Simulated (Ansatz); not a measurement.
**TiCl (quartet): the correlation ladder, def2-TZVPP**

The task here is to estimate one member of a computed series from the others.

The runs use Ansatz 0.2.0, Gaussian basis; def2-TZVPP, core rule «outside noble gas», up to 14 orbitals frozen.

To be run: UHF; ROHF; CCSD(T) on UHF.

2 further runs of the same task are left out: 2 set aside as unsound or not needed.

### The system

The geometry is a PBE0/def2-TZVP stationary point (not a proven minimum) of the parent state, kept for this charge and spin.

2 atoms, charge 0, spin multiplicity 4.

Atoms are counted from 1 here; the program's logs count them from 0.

Bond lengths: Ti1–Cl2 2.208 Å.

Geometry (Å):

```xyz
2
charge 0, multiplicity 4
Ti    0.00000    0.00000    0.00000
Cl    0.00000    0.00000    2.20842
```

Set-up of the first run:

File in.yaml:

```yaml
crystal:
  periodic: [false, false, false]
  atoms:
    - {symbol: Ti, position_ang: [0.000000, 0.000000, 0.000000]}
    - {symbol: Cl, position_ang: [0.000000, 0.000000, 2.208423]}
basis:
  gaussian: {orbitals: def2-TZVPP}
magnetization: {spin_polarized: true, initial_magnetization: 3}
hamiltonian: {xc: hf}
output: {orbitals: {seedname: orbitals}}
```

On the command line:

```console
$ ansatz run in.yaml --threads 1 --pin off --events-out ev --progress --plain --max-ram 3968MiB --backend cpu
```

Among the steps run: UHF; ROHF; CCSD(T) on UHF.

One of the session's tables, all rows but one given; the rest of the session is left out.

| method | from UCCSD(T) (meV) |
| --- | --- |
| ROHF | ? |
| UHF | +7103.5 |
| UMP2 | +919.4 |
| UCCSD | +296.5 |
| UCCSD(T) | 0 |

Q: Estimate the row for ROHF from the others.

**Answer.** from UCCSD(T) (meV): +7230.9. In the column «from UCCSD(T) (meV)» it is the highest.
